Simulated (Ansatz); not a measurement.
# CuF: levels of theory, part 2 of 2

Aim: for CuF, compare levels of theory; the runs are relaxing the atoms and harmonic vibrations.

Ansatz 0.2.0; DFT PBE, Gaussian basis def2-SVP, and further levels as typed in the inputs. The steps go on from the part before.

### Step 14. Relaxing the atoms: wB97X-V, Gaussian basis def2-TZVPP

Input file input.yaml:

```yaml
relax:
  f_tol: 0.001
  max_steps: 200
crystal:
  periodic: [false, false, false]
  atoms:
    - { symbol: Cu, position_ang: [0.0, 0.0, 0.0] }
    - { symbol: F, position_ang: [0.0, 0.0, 1.75] }
basis:
  gaussian: { orbitals: def2-TZVPP }
hamiltonian:
  xc: { name: wB97X-V }
```

Started as:

```sh
ansatz run input.yaml --threads 8 --pin off --max-ram 12288MiB --backend cpu --events-out ev --progress --plain --runs-dir out
```

Log, shortened:

```text
Warning: RAYON_NUM_THREADS=8 ignored (pool sized by the plan → 8); use --threads N
[...]
Functional definition: wB97X-V
[...]
      + integral(e_c_pw_opposite_spin*poly(b97_u_opposite, cos0, cos1)) + vv10(b, c)
716 factors; their error is unknown
99 factors; integrals over basis functions are off by at most 2.2e-5 eV
[...]
reference -47353.56051228 eV, -1740.2112514301 hartree; 19, 19 occupied and 76, 76 virtual orbitals, 716 factors
Total energy: -47353.56051228 eV, -1740.2112514301 hartree
Atom 0 at     0.000000    -0.000000    -0.009260 Å, force    -0.000000     0.000000     0.000183 eV/Å
Atom 1 at    -0.000000     0.000000     1.759260 Å, force     0.000000    -0.000000    -0.000183 eV/Å
Dipole moment:     0.000000    -0.000000    -1.133686 e Å
```

Wall time 4.6 s (8 threads of Intel Xeon Platinum 8259CL at 2.50GHz (Skylake/Cascade Lake), shared host); peak memory 0.22 GiB.

Relaxation path:

```csv
step,energy from step 1 (eV),largest force component (eV/Å)
1,0.0000,0.3795
2,-0.0022,0.2256
3,-0.0035,0.0079
4,-0.0035,0.0002
```

Step 1 is the start.

Before: Bond lengths: Cu1–F2 1.750 Å.

After: Bond lengths: Cu1–F2 1.769 Å.

### Step 15. Harmonic vibrations

It takes the final geometry of step 14.

Input file input.yaml:

```yaml
crystal:
  periodic: [false, false, false]
  atoms:
    - { symbol: Cu, position_ang: [0.0, 0.0, -0.00926005] }
    - { symbol: F, position_ang: [0.0, 0.0, 1.75926005] }
basis:
  gaussian: { orbitals: def2-TZVPP }
hamiltonian:
  xc: { name: wB97X-V }
phonons: {}
```

Started as:

```sh
ansatz run input.yaml --threads 8 --pin off --max-ram 12288MiB --backend cpu --events-out ev --progress --plain --runs-dir out
```

Log, shortened:

```text
Warning: RAYON_NUM_THREADS=8 ignored (pool sized by the plan → 8); use --threads N
[...]
[... 1 set-up line as earlier in the session ...]
[...]
      + integral(e_c_pw_opposite_spin*poly(b97_u_opposite, cos0, cos1)) + vv10(b, c)
716 factors; their error is unknown
99 factors; integrals over basis functions are off by at most 2.2e-5 eV
[...]
reference -47353.56045157 eV, -1740.2112491993 hartree; 19, 19 occupied and 76, 76 virtual orbitals, 716 factors
Total energy: -47353.56051228 eV, -1740.2112514301 hartree
Atom 0 at     0.000000     0.000000    -0.009260 Å, force    -0.000000     0.000000     0.000178 eV/Å
Atom 1 at     0.000000     0.000000     1.759260 Å, force     0.000000    -0.000000    -0.000178 eV/Å
Dipole moment:     0.000000     0.000000    -1.133686 e Å
Vibrations: 601.84 cm⁻¹, zero-point energy 0.037309 eV
```

It took 8.6 s on 8 threads of Intel Xeon Platinum 8259CL at 2.50GHz (Skylake/Cascade Lake), shared host; peak memory 0.22 GiB.

Harmonic frequencies from the force constants, with rigid motions projected out (i: imaginary):

```
mode  cm⁻¹
   1   603
```

### Step 16. Relaxing the atoms: MP2 on Hartree-Fock, Gaussian basis def2-TZVPP

Input file input.yaml:

```yaml
relax:
  f_tol: 0.001
  max_steps: 200
crystal:
  periodic: [false, false, false]
  atoms:
    - { symbol: Cu, position_ang: [0.0, 0.0, 0.0] }
    - { symbol: F, position_ang: [0.0, 0.0, 1.75] }
basis:
  gaussian: { orbitals: def2-TZVPP }
hamiltonian:
  xc: hf
correlation:
  method: mp2
```

Started as:

```sh
ansatz run input.yaml --threads 8 --pin off --max-ram 12288MiB --backend cpu --events-out ev --progress --plain --runs-dir out
```

Log, shortened:

```text
Warning: RAYON_NUM_THREADS=8 ignored (pool sized by the plan → 8); use --threads N
[...]
[... 1 set-up line as earlier in the session ...]
[...]
741 factors; integrals over basis functions are off by at most 2.6e-4 eV
[...]
mean field -47304.73280407 eV, -1738.4168662501 hartree, gradient 2.4e-6 eV, S^2 0.000000; 0 other end points of the search recorded, 0 dependent functions left out
[...]
reference -47304.72933142 eV, -1738.4167386326 hartree; 13, 13 occupied and 76, 76 virtual orbitals, 741 factors
second order -30.12758011 eV of doubles, -0.00000000 eV of singles
[...]
Total energy: -47334.85691153 eV, -1739.5239067804 hartree
Atom 0 at    -0.000000    -0.000000     0.001153 Å, force    -0.000000     0.000000    -0.000131 eV/Å
Atom 1 at     0.000000     0.000000     1.748847 Å, force     0.000000     0.000000     0.000131 eV/Å
Dipole moment:     0.000000     0.000000    -1.131970 e Å
Checks for a lower state left out: cluster_reference
```

Run time: 3.4 s. Hardware: 8 threads of Intel Xeon Platinum 8259CL at 2.50GHz (Skylake/Cascade Lake), shared host; peak memory 0.2 GiB.

The steps of the relaxation:

```
step  E - E(step 1) (eV)  largest force component (eV/Å)
   1              0.0000                          0.0449
   2              0.0000                          0.0282
   3             -0.0001                          0.0001
```

Step 1 is the start.

Before: Bond lengths: Cu1–F2 1.750 Å.

After: Bond lengths: Cu1–F2 1.748 Å.

### Step 17. Harmonic vibrations

It takes the final geometry of step 16.

Input file input.yaml:

```yaml
crystal:
  periodic: [false, false, false]
  atoms:
    - { symbol: Cu, position_ang: [0.0, 0.0, 0.00115306] }
    - { symbol: F, position_ang: [0.0, 0.0, 1.74884694] }
basis:
  gaussian: { orbitals: def2-TZVPP }
hamiltonian:
  xc: hf
correlation:
  method: mp2
phonons: {}
```

Started as:

```sh
ansatz run input.yaml --threads 8 --pin off --max-ram 12288MiB --backend cpu --events-out ev --progress --plain --runs-dir out
```

Log, shortened:

```text
Warning: RAYON_NUM_THREADS=8 ignored (pool sized by the plan → 8); use --threads N
[...]
[... 1 set-up line as earlier in the session ...]
[...]
741 factors; integrals over basis functions are off by at most 2.6e-4 eV
[...]
mean field -47304.72933141 eV, -1738.4167386322 hartree, gradient 2.3e-6 eV, S^2 0.000000; 0 other end points of the search recorded, 0 dependent functions left out
[...]
second order -30.13143149 eV of doubles, -0.00000000 eV of singles
[...]
Total energy: -47334.85691156 eV, -1739.5239067816 hartree
Atom 0 at     0.000000     0.000000     0.001153 Å, force     0.000000    -0.000000    -0.000131 eV/Å
Atom 1 at     0.000000     0.000000     1.748847 Å, force    -0.000000     0.000000     0.000131 eV/Å
Dipole moment:     0.000000     0.000000    -1.131970 e Å
Vibrations: 604.73 cm⁻¹, zero-point energy 0.037489 eV
Checks for a lower state left out: cluster_reference
```

Wall time 9.5 s (8 threads of Intel Xeon Platinum 8259CL at 2.50GHz (Skylake/Cascade Lake), shared host); peak memory 0.21 GiB.

Harmonic frequencies from the force constants, with rigid motions projected out (i: imaginary):

```
mode  cm⁻¹
   1   605
```

### Step 18. The runs side by side

What follows sums up all 2 parts.

| step | level | energy above the lowest (eV) | charge | 2S+1 typed | ⟨S²⟩ | dipole (D) | bond (Å) | time |
| --- | --- | --- | --- | --- | --- | --- | --- | --- |
| 2 | PBE, Gaussian basis def2-SVP | 0.000 | 0 | 1 | 0.00 | 4.37 | 1.743 | 1.3 s |
| 3 | PBE, Gaussian basis def2-SVP | 0.000 | 0 | 1 | 0.00 | 4.37 | 1.743 | 2.4 s |
| 4 | Hartree-Fock, Gaussian basis def2-TZVPP | 0.000 | 0 | 1 | 0.00 | 6.65 | 1.822 | 2.5 s |
| 5 | Hartree-Fock, Gaussian basis def2-TZVPP | 0.000 | 0 | 1 | 0.00 | 6.65 | 1.822 | 5.4 s |
| 6 | PBE, Gaussian basis def2-TZVPP | 0.000 | 0 | 1 | 0.00 | 4.57 | 1.760 | 1.7 s |
| 7 | PBE, Gaussian basis def2-TZVPP | 0.000 | 0 | 1 | 0.00 | 4.57 | 1.760 | 3.3 s |
| 8 | r2SCAN, Gaussian basis def2-TZVPP | 0.000 | 0 | 1 | 0.00 | 4.81 | 1.743 | 2.9 s |
| 9 | r2SCAN, Gaussian basis def2-TZVPP | 0.000 | 0 | 1 | 0.00 | 4.81 | 1.743 | 4.9 s |
| 10 | B3LYP, Gaussian basis def2-TZVPP | 0.000 | 0 | 1 | 0.00 | 5.12 | 1.770 | 2.4 s |
| 11 | B3LYP, Gaussian basis def2-TZVPP | 0.000 | 0 | 1 | 0.00 | 5.12 | 1.770 | 4.5 s |
| 12 | PBE0, Gaussian basis def2-TZVPP | 0.000 | 0 | 1 | 0.00 | 5.26 | 1.764 | 2.1 s |
| 13 | PBE0, Gaussian basis def2-TZVPP | 0.000 | 0 | 1 | 0.00 | 5.26 | 1.764 | 4.8 s |
| 14 | wB97X-V, Gaussian basis def2-TZVPP | 0.000 | 0 | 1 | 0.00 | 5.45 | 1.769 | 4.6 s |
| 15 | wB97X-V, Gaussian basis def2-TZVPP | 0.000 | 0 | 1 | 0.00 | 5.45 | 1.769 | 8.6 s |
| 16 | MP2 on Hartree-Fock, Gaussian basis def2-TZVPP | 0.000 | 0 | 1 | 0.00 | 5.44 | 1.748 | 3.4 s |
| 17 | MP2 on Hartree-Fock, Gaussian basis def2-TZVPP | 0.000 | 0 | 1 | 0.00 | 5.44 | 1.748 | 9.5 s |

Energies compare only among runs of one formula, size, charge, level and basis; each such set counts from its lowest member.

| quantity | value |
| --- | --- |
| harmonic frequencies (step 3) | 627 cm⁻¹ |
| zero-point energy (step 3) | 0.039 eV |
| harmonic frequencies (step 5) | 561 cm⁻¹ |
| zero-point energy (step 5) | 0.035 eV |
| harmonic frequencies (step 7) | 598 cm⁻¹ |
| zero-point energy (step 7) | 0.037 eV |
| harmonic frequencies (step 9) | 622 cm⁻¹ |
| zero-point energy (step 9) | 0.039 eV |
| harmonic frequencies (step 11) | 593 cm⁻¹ |
| zero-point energy (step 11) | 0.037 eV |
| harmonic frequencies (step 13) | 599 cm⁻¹ |
| zero-point energy (step 13) | 0.037 eV |
| harmonic frequencies (step 15) | 603 cm⁻¹ |
| zero-point energy (step 15) | 0.037 eV |
| harmonic frequencies (step 17) | 605 cm⁻¹ |
| zero-point energy (step 17) | 0.038 eV |

In words: In step 3 all modes are real: a minimum. In step 5 all modes are real: a minimum. In step 7 all modes are real: a minimum. In step 9 all modes are real: a minimum. In step 11 all modes are real: a minimum. In step 13 all modes are real: a minimum. In step 15 all modes are real: a minimum.
